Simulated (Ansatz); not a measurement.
# In4O6F: the cost of one run

Computed with Ansatz 0.2.0 (DFT LDA, scalar-relativistic, plane waves, PAW, unless a step's input says otherwise).

1 further run of the same task is left out (set aside as unsound or not needed).

## (1) Starting point

The structure is trigonal, space group R-3c (No. 167). Conventional cell: a = 5.461 Å, b = 5.461 Å, c = 14.369 Å, α = 90.00°, β = 90.00°, γ = 120.00°. In (site symmetry 3) has 6 O at 2.11 to 2.24 Å as nearest neighbours. O (site symmetry 2) has 4 In at 2.11 to 2.24 Å as nearest neighbours.

As a file:

```
In O
1.0
     2.73050    1.57645    4.78976
    -2.73050    1.57645    4.78976
     0.00000   -3.15291    4.78976
In O
4 6
Direct
  0.35768 0.35768 0.35768
  0.14232 0.14232 0.14232
  0.64232 0.64232 0.64232
  0.85768 0.85768 0.85768
  0.54554 0.95446 0.25000
  0.25000 0.54554 0.95446
  0.95446 0.25000 0.54554
  0.45446 0.04554 0.75000
  0.75000 0.45446 0.04554
  0.04554 0.75000 0.45446
```

This cell was relaxed beforehand with the same method: volume 12.37 Å³/atom, gap on the mesh 1.29 eV.

## (2) What is varied

Atoms count from 1 in the order of the input.

A guest moved over a lattice plane through the rigid host; the plane is (1 0 1) of the conventional cell, half-way across the widest gap between atomic layers, origin above In3.

First coordinate, place of F11 along a1: 6 values from 0.000 to 0.833, periodic. Second coordinate, place of F11 along a2: 6 values from 0.000 to 0.833, periodic.

Nothing else is relaxed (host rigid, guest held in the plane). Points are written as (first, second).

The two vectors of the plane (Å): (2.730, -4.729, 0.000); (2.730, -1.576, -4.790).

## (3) Grid point (4/6, 0/6) of the map's two axes

The input, input.yaml:

```yaml
crystal:
  lattice:
    - [2.7304973793, 1.576453397, 4.7897588655]
    - [-2.7304973793, 1.576453397, 4.7897588655]
    - [0.0, -3.1529067939, 4.7897588655]
  atoms:
    - { symbol: In, position: [0.357681443, 0.357681443, 0.357681443] }
    - { symbol: In, position: [0.142318557, 0.142318557, 0.142318557] }
    - { symbol: In, position: [0.642318557, 0.642318557, 0.642318557] }
    - { symbol: In, position: [0.857681443, 0.857681443, 0.857681443] }
    - { symbol: O, position: [0.545537671, 0.954462329, 0.25] }
    - { symbol: O, position: [0.25, 0.545537671, 0.954462329] }
    - { symbol: O, position: [0.954462329, 0.25, 0.545537671] }
    - { symbol: O, position: [0.454462329, 0.045537671, 0.75] }
    - { symbol: O, position: [0.75, 0.454462329, 0.045537671] }
    - { symbol: O, position: [0.045537671, 0.75, 0.454462329] }
    - { symbol: F, position: [0.6961885409, -0.0433853162, 1.2899480172] }
total_charge: -1
basis:
  ecutwfc: 420
kpoints:
  mp_grid: { grid: [6, 6, 6] }
hamiltonian:
  xc: lda
  pseudopotentials: { kind: paw, azcp: { folder: soft_1 } }
scf:
  occupations: { method: gaussian, width: 0.05 }
output:
  forces: true
  stress: true
  eigenvalues: true
  write_density: true
  write_potential: true
  elf: true
  volumetric_format: npy
```

Launch:

```console
$ ansatz run input.yaml --threads 4 --pin off --max-ram 8192MiB --backend cpu --events-out ev --progress --plain --runs-dir out
```

Q: Estimate wall time and peak memory on 4 threads of Arm Neoverse V2, shared host.

About 38 s, with a peak of 0.8 GiB.
